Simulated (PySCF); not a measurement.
# BH₂Br: NMR shieldings, spin-spin couplings, relativistic core levels, part 2 of 2

PySCF 2.14.0. Atoms count from 0. The steps go on from the part before.

### Step 6. NMR shieldings: PBE0/pcJ-1 Br:dyall-v2z, non-relativistic

Job settings and geometry (Å):

```
{"job": {"kind": "hnmr", "xc": "PBE0", "basis": {"default": "pcJ-1", "Br": "dyall-v2z"}, "rel": "nr"}, "charge": 0, "multiplicity": 1}
B      0.097968     0.163452    -0.000465
H      1.298581     0.100258     0.015755
H     -0.521202     1.194014    -0.019887
Br    -0.875347    -1.457723     0.004596
```

Level: PBE0/pcJ-1 Br:dyall-v2z GIAO NMR shielding, non-relativistic, Gaussian nuclei, gas phase.

Output:

```text
non-relativistic SCF
coarse grid: 17456 points
cycle   1  E = -2599.8582853003  dE = -2.141e+01  |g| = 2.206e+00  |ddm| = 1.629e+00
cycle   2  E = -2599.8685541052  dE = -1.027e-02  |g| = 8.494e-01  |ddm| = 2.343e-01
cycle   3  E = -2599.8823712749  dE = -1.382e-02  |g| = 3.769e-01  |ddm| = 2.126e-01
cycle   4  E = -2599.8871185635  dE = -4.747e-03  |g| = 3.165e-02  |ddm| = 1.139e-01
cycle   5  E = -2599.8872371115  dE = -1.185e-04  |g| = 1.128e-02  |ddm| = 4.076e-02
cycle   6  E = -2599.8872781270  dE = -4.102e-05  |g| = 1.204e-03  |ddm| = 1.338e-02
cycle   7  E = -2599.8872784536  dE = -3.267e-07  |g| = 6.799e-05  |ddm| = 1.221e-03
final grid: 35032 points
cycle   8  E = -2599.8872641029  dE = -1.408e-08  |g| = 7.090e-05  |ddm| = 3.354e-04
cycle   9  E = -2599.8872641022  dE =  7.012e-10  |g| = 9.070e-05  |ddm| = 1.909e-04
converged SCF energy = -2599.8872641022
check of the scalar solution
cycle   1  E = -2599.8872641022  dE = -2.600e+03  |FDS-SDF| = 9.070e-05
cycle   2  E = -2599.8872641018  dE =  4.543e-10  |FDS-SDF| = 1.168e-04
cycle   3  E = -2599.8872641044  dE = -2.603e-09  |FDS-SDF| = 8.116e-06
converged, E = -2599.8872641044

Field gradients (au) and densities at the nuclei (bohr^-3)
atom        Vxx        Vyy        Vzz        centre      nuclear mean
  0 B     -0.0934    -0.3938     0.4872         70.737         70.736
  1 H     -0.0907    -0.1075     0.1982          0.455          0.455
  2 H     -0.0907    -0.1075     0.1982          0.455          0.455
  3 Br     0.0742     3.7460    -3.8202      29275.296      29251.469

Core orbital energies (eV)
atom   shell        mean    spread
  3 Br 1s       -13148.619   0.000
  3 Br 2s        -1704.131   0.000
  3 Br 3s         -238.960   0.000
  3 Br 4s          -22.083   0.000
  3 Br 2p        -1534.588   0.068
  3 Br 3p         -179.193   0.248
  3 Br 3d          -72.716   0.241

Shielding tensors (ppm)
atom      isotropic    diamagn.    paramagn.     s11        s22        s33       span
  0 B        13.48      192.49     -179.02     -39.29     -36.15     115.87     155.16
  1 H        23.56       28.19       -4.63      18.44      24.47      27.78       9.34
  2 H        23.56       28.19       -4.63      18.44      24.47      27.77       9.33
  3 Br     1911.13     3123.97    -1212.84    1017.42    1737.96    2978.00    1960.58
```

It took 9.1 s on 1 thread of Arm Neoverse N1, shared host; peak memory 0.6 GiB.

### Step 7. Spin-spin couplings: PBE0/pcJ-1 Br:dyall-v2z, non-relativistic

Job settings and geometry (Å):

```
{"job": {"kind": "hj", "xc": "PBE0", "basis": {"default": "pcJ-1", "Br": "dyall-v2z"}, "rel": "nr", "atoms": [3]}, "charge": 0, "multiplicity": 1}
B      0.097968     0.163452    -0.000465
H      1.298581     0.100258     0.015755
H     -0.521202     1.194014    -0.019887
Br    -0.875347    -1.457723     0.004596
```

Method: PBE0/pcJ-1 Br:dyall-v2z indirect spin-spin coupling, non-relativistic, Gaussian nuclei, gas phase.

Output:

```text
non-relativistic SCF
coarse grid: 17456 points
cycle   1  E = -2599.8582853003  dE = -2.141e+01  |g| = 2.206e+00  |ddm| = 1.629e+00
cycle   2  E = -2599.8685541052  dE = -1.027e-02  |g| = 8.494e-01  |ddm| = 2.343e-01
cycle   3  E = -2599.8823712749  dE = -1.382e-02  |g| = 3.769e-01  |ddm| = 2.126e-01
cycle   4  E = -2599.8871185635  dE = -4.747e-03  |g| = 3.165e-02  |ddm| = 1.139e-01
cycle   5  E = -2599.8872371115  dE = -1.185e-04  |g| = 1.128e-02  |ddm| = 4.076e-02
cycle   6  E = -2599.8872781270  dE = -4.102e-05  |g| = 1.204e-03  |ddm| = 1.338e-02
cycle   7  E = -2599.8872784536  dE = -3.267e-07  |g| = 6.799e-05  |ddm| = 1.221e-03
final grid: 35032 points
cycle   8  E = -2599.8872641029  dE = -1.408e-08  |g| = 7.090e-05  |ddm| = 3.354e-04
cycle   9  E = -2599.8872641022  dE =  7.012e-10  |g| = 9.070e-05  |ddm| = 1.909e-04
converged SCF energy = -2599.8872641022
two-component SCF
cycle   1  E = -2599.8872641022  dE = -2.600e+03  |FDS-SDF| = 9.070e-05
cycle   2  E = -2599.8872641018  dE =  4.534e-10  |FDS-SDF| = 1.168e-04
cycle   3  E = -2599.8872641044  dE = -2.593e-09  |FDS-SDF| = 8.116e-06
converged, E = -2599.8872641044

Indirect spin-spin couplings
  i        j     bonds      J/Hz   K/1e19 T2/J   anisotropy/Hz
  3  79Br   0  11B    1     -167.78     -173.13      -227.8
  3  79Br   1   1H    2       19.62        6.50        30.3
  3  79Br   2   1H    2       19.57        6.48        30.3
```

Run time: 17 s. Hardware: 1 thread of Arm Neoverse N1, shared host; peak memory 0.51 GiB.

### Step 8. NMR shieldings: PBE0/pcJ-1 Br:dyall-v2z, spin-free

Job settings and geometry (Å):

```
{"job": {"kind": "hnmr", "xc": "PBE0", "basis": {"default": "pcJ-1", "Br": "dyall-v2z"}, "rel": "sf"}, "charge": 0, "multiplicity": 1}
B      0.097968     0.163452    -0.000465
H      1.298581     0.100258     0.015755
H     -0.521202     1.194014    -0.019887
Br    -0.875347    -1.457723     0.004596
```

Level: PBE0/pcJ-1 Br:dyall-v2z GIAO NMR shielding, spin-free X2C, Gaussian nuclei, gas phase.

Output:

```text
spin-free SCF
coarse grid: 17456 points
cycle   1  E = -2632.0356672669  dE = -9.480e-02  |g| = 2.236e-01  |ddm| = 1.523e+00
cycle   2  E = -2632.0361533187  dE = -4.861e-04  |g| = 1.139e-01  |ddm| = 2.763e-01
cycle   3  E = -2632.0382895696  dE = -2.136e-03  |g| = 9.039e-02  |ddm| = 2.315e-01
cycle   4  E = -2632.0402652695  dE = -1.976e-03  |g| = 1.398e-02  |ddm| = 8.036e-02
cycle   5  E = -2632.0402812785  dE = -1.601e-05  |g| = 1.093e-03  |ddm| = 8.172e-03
cycle   6  E = -2632.0402815338  dE = -2.552e-07  |g| = 4.509e-04  |ddm| = 1.420e-03
final grid: 35032 points
cycle   7  E = -2632.0404198376  dE = -8.448e-08  |g| = 7.510e-04  |ddm| = 7.455e-04
cycle   8  E = -2632.0404198405  dE = -2.840e-09  |g| = 5.420e-04  |ddm| = 5.037e-04
cycle   9  E = -2632.0404198615  dE = -2.099e-08  |g| = 1.023e-04  |ddm| = 2.647e-04
cycle  10  E = -2632.0404198622  dE = -7.012e-10  |g| = 2.111e-05  |ddm| = 6.297e-05
converged SCF energy = -2632.0404198622
check of the scalar solution
cycle   1  E = -2632.0404198622  dE = -2.632e+03  |FDS-SDF| = 2.111e-05
cycle   2  E = -2632.0404198622  dE =  1.728e-11  |FDS-SDF| = 2.800e-05
converged, E = -2632.0404198622

Field gradients (au) and densities at the nuclei (bohr^-3)
atom        Vxx        Vyy        Vzz        centre      nuclear mean
  0 B     -0.0919    -0.3942     0.4862         70.958         70.957
  1 H     -0.0907    -0.1075     0.1982          0.455          0.455
  2 H     -0.0907    -0.1075     0.1982          0.455          0.455
  3 Br     0.0539     4.0196    -4.0735      40813.494      40753.742
without picture change
  3 Br                          -4.2105                     66240.640

Core orbital energies (eV)
atom   shell        mean    spread
  3 Br 1s       -13365.135   0.000
  3 Br 2s        -1754.334   0.000
  3 Br 3s         -247.325   0.000
  3 Br 4s          -22.726   0.000
  3 Br 2p        -1546.089   0.069
  3 Br 3p         -180.946   0.252
  3 Br 3d          -71.036   0.249

Shielding tensors (ppm)
atom      isotropic    diamagn.    paramagn.     s11        s22        s33       span
  0 B        12.86      192.60     -179.74     -38.93     -36.81     114.33     153.26
  1 H        23.54       28.22       -4.68      18.38      24.49      27.75       9.37
  2 H        23.54       28.22       -4.68      18.39      24.50      27.74       9.35
  3 Br     1891.52     3137.87    -1246.36     936.48    1718.68    3019.39    2082.91
```

Run time: 11 s. Hardware: 1 thread of Arm Neoverse N1, shared host; peak memory 0.57 GiB.

### Step 9. Spin-spin couplings: PBE0/pcJ-1 Br:dyall-v2z, spin-free

Job settings and geometry (Å):

```
{"job": {"kind": "hj", "xc": "PBE0", "basis": {"default": "pcJ-1", "Br": "dyall-v2z"}, "rel": "sf", "atoms": [3]}, "charge": 0, "multiplicity": 1}
B      0.097968     0.163452    -0.000465
H      1.298581     0.100258     0.015755
H     -0.521202     1.194014    -0.019887
Br    -0.875347    -1.457723     0.004596
```

Level: PBE0/pcJ-1 Br:dyall-v2z indirect spin-spin coupling, X2C without spin-orbit coupling, Gaussian nuclei, gas phase.

Output:

```text
spin-free SCF
coarse grid: 17456 points
cycle   1  E = -2632.0356672669  dE = -9.480e-02  |g| = 2.236e-01  |ddm| = 1.523e+00
cycle   2  E = -2632.0361533187  dE = -4.861e-04  |g| = 1.139e-01  |ddm| = 2.763e-01
cycle   3  E = -2632.0382895696  dE = -2.136e-03  |g| = 9.039e-02  |ddm| = 2.315e-01
cycle   4  E = -2632.0402652695  dE = -1.976e-03  |g| = 1.398e-02  |ddm| = 8.036e-02
cycle   5  E = -2632.0402812785  dE = -1.601e-05  |g| = 1.093e-03  |ddm| = 8.172e-03
cycle   6  E = -2632.0402815338  dE = -2.552e-07  |g| = 4.509e-04  |ddm| = 1.420e-03
final grid: 35032 points
cycle   7  E = -2632.0404198376  dE = -8.448e-08  |g| = 7.510e-04  |ddm| = 7.455e-04
cycle   8  E = -2632.0404198405  dE = -2.840e-09  |g| = 5.420e-04  |ddm| = 5.037e-04
cycle   9  E = -2632.0404198615  dE = -2.099e-08  |g| = 1.023e-04  |ddm| = 2.647e-04
cycle  10  E = -2632.0404198622  dE = -7.012e-10  |g| = 2.111e-05  |ddm| = 6.297e-05
converged SCF energy = -2632.0404198622
two-component SCF
cycle   1  E = -2632.0404198620  dE = -2.632e+03  |FDS-SDF| = 2.111e-05
cycle   2  E = -2632.0404198620  dE =  1.228e-11  |FDS-SDF| = 2.800e-05
converged, E = -2632.0404198620

Indirect spin-spin couplings
  i        j     bonds      J/Hz   K/1e19 T2/J   anisotropy/Hz
  3  79Br   0  11B    1     -198.00     -204.32      -240.0
  3  79Br   1   1H    2       21.86        7.24        32.2
  3  79Br   2   1H    2       21.79        7.22        32.3
```

Wall time 22 s (1 thread of Arm Neoverse N1, shared host); peak memory 0.52 GiB.

### Step 10. Shieldings side by side

```csv
run,Br3,B0,H1,H2,time
"step 3, PBE0/pcJ-1 Br:dyall-v2z, spin–orbit",2203.6,22.4,22.2,22.2,31 s
"step 6, PBE0/pcJ-1 Br:dyall-v2z, non-relativistic",1911.1,13.5,23.6,23.6,9.1 s
"step 8, PBE0/pcJ-1 Br:dyall-v2z, spin-free",1891.5,12.9,23.5,23.5,11 s
```

### Step 11. Summary of results

The summary covers parts 1 to 2.

```
                                                                     quantity                                      value
                                                                  point group                                        C2v
                                         rotational constants (main isotopes)                   222.42, 11.41, 10.85 GHz
energy from spin-orbit coupling (step 3, PBE0/pcJ-1 Br:dyall-v2z, spin–orbit)                                 -0.0780 Eh
                     shieldings (step 3, PBE0/pcJ-1 Br:dyall-v2z, spin–orbit)  B0 22.4, H1 22.2, H2 22.2, Br3 2203.6 ppm
energy from spin-orbit coupling (step 4, PBE0/pcJ-1 Br:dyall-v2z, spin–orbit)                                 -0.0780 Eh
       largest reduced coupling (step 4, PBE0/pcJ-1 Br:dyall-v2z, spin–orbit)  Br3–B0: J = -187.3 Hz, K = -193·10¹⁹ T²/J
       Br3 3d5/2 binding energy (step 5, PBE0/pcJ-1 Br:dyall-v2z, spin–orbit)                     76.5 eV, 3d3/2 77.6 eV
energy from spin-orbit coupling (step 5, PBE0/pcJ-1 Br:dyall-v2z, spin–orbit)                                 -0.0780 Eh
               shieldings (step 6, PBE0/pcJ-1 Br:dyall-v2z, non-relativistic)  B0 13.5, H1 23.6, H2 23.6, Br3 1911.1 ppm
 largest reduced coupling (step 7, PBE0/pcJ-1 Br:dyall-v2z, non-relativistic)  Br3–B0: J = -167.8 Hz, K = -173·10¹⁹ T²/J
                      shieldings (step 8, PBE0/pcJ-1 Br:dyall-v2z, spin-free)  B0 12.9, H1 23.5, H2 23.5, Br3 1891.5 ppm
        largest reduced coupling (step 9, PBE0/pcJ-1 Br:dyall-v2z, spin-free)  Br3–B0: J = -198.0 Hz, K = -204·10¹⁹ T²/J
```

What this shows: The optimisation took 2 steps and gained 0.056 eV; among the close pairs (by a distance rule), B0–Br3 changed most, from 1.842 to 1.891 Å. In step 3, Br3 has the widest tensor, 1946 ppm. Br3 moves most between the runs, by 312 ppm; the labels say what changes from run to run.
